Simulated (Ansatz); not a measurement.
# C₂H₂BCl (SMILES ClC1=CB1): single points off equilibrium

One table from this session's results is given with a row withheld; the runs are named, their logs left out.

Program: Ansatz 0.2.0, Gaussian basis. Level of theory: single points in def2-TZVPP. These are calculated values, not measurements.

Cores are frozen in the correlated methods.

**The starting structure**

SMILES `ClC1=CB1`, 6 atoms, charge 0, spin multiplicity 1.

Atoms are counted from 1 here; the program's logs count them from 0.

Bond lengths: Cl1–C2 1.650 Å, C2–C3 1.388 Å, C2–B4 1.486 Å, C3–B4 1.496 Å, C3–H5 1.107 Å, B4–H6 1.148 Å. Angles: Cl1–C2–C3 137.4°, Cl1–C2–B4 160.0°, C3–C2–B4 62.6°, C2–C3–B4 61.9°, C2–C3–H5 138.2°, B4–C3–H5 159.9°, C2–B4–C3 55.5°, C2–B4–H6 152.3°, C3–B4–H6 152.0°.

Coordinates:

```xyz
6

Cl   -0.96940   -2.08360   -0.41170
C    -0.39260   -0.56170   -0.14110
C     0.79810    0.02110    0.27110
B    -0.35970    0.91930   -0.02820
H     1.82030   -0.29860    0.55170
H    -0.82970    1.95850   -0.15490
```

Set-up of the first run:

File run/in.yaml:

```yaml
crystal:
  periodic: [false, false, false]
  atoms:
    - {symbol: Cl, position_ang: [-0.969400, -2.083600, -0.411700]}
    - {symbol: C, position_ang: [-0.392600, -0.561700, -0.141100]}
    - {symbol: C, position_ang: [0.798100, 0.021100, 0.271100]}
    - {symbol: B, position_ang: [-0.359700, 0.919300, -0.028200]}
    - {symbol: H, position_ang: [1.820300, -0.298600, 0.551700]}
    - {symbol: H, position_ang: [-0.829700, 1.958500, -0.154900]}
basis:
  gaussian: {orbitals: def2-TZVPP}
correlation: {method: ccsd_t}
output: {forces: true}
```

No record of the launch command was kept for these runs.

Steps of the session up to this table: CCSD(T)/def2-TZVPP; PBE0-D4/def2-TZVPP; wB97M-V/def2-TZVPP; r2SCAN-D4/def2-TZVPP; PBE-D4/def2-TZVPP; HSE06-D4/def2-TZVPP; LC-wPBE/def2-TZVPP.

One table of the session follows, with a row left open; its other results are not shown here.

| method | RMS force component (eV/Å) | angle to CCSD(T) forces (°) | dipole (D) |
| --- | --- | --- | --- |
| CCSD(T) | 0.864 | reference | 0.81 |
| PBE0-D4 | 1.015 | 14.3 | 0.84 |
| wB97M-V | 1.053 | 11.0 | 0.83 |
| r2SCAN-D4 | 0.977 | 10.6 | 0.83 |
| PBE-D4 | 0.872 | 8.8 | 0.82 |
| HSE06-D4 | ? | ? | ? |
| LC-wPBE | 1.160 | 19.0 | 0.87 |

Estimate the missing values for HSE06-D4.

The run gave: RMS force component (eV/Å): 1.007; angle to CCSD(T) forces (°): 14.0; dipole (D): 0.84. In the column «RMS force component (eV/Å)» it lies between r2SCAN-D4 (0.977) and PBE0-D4 (1.015).
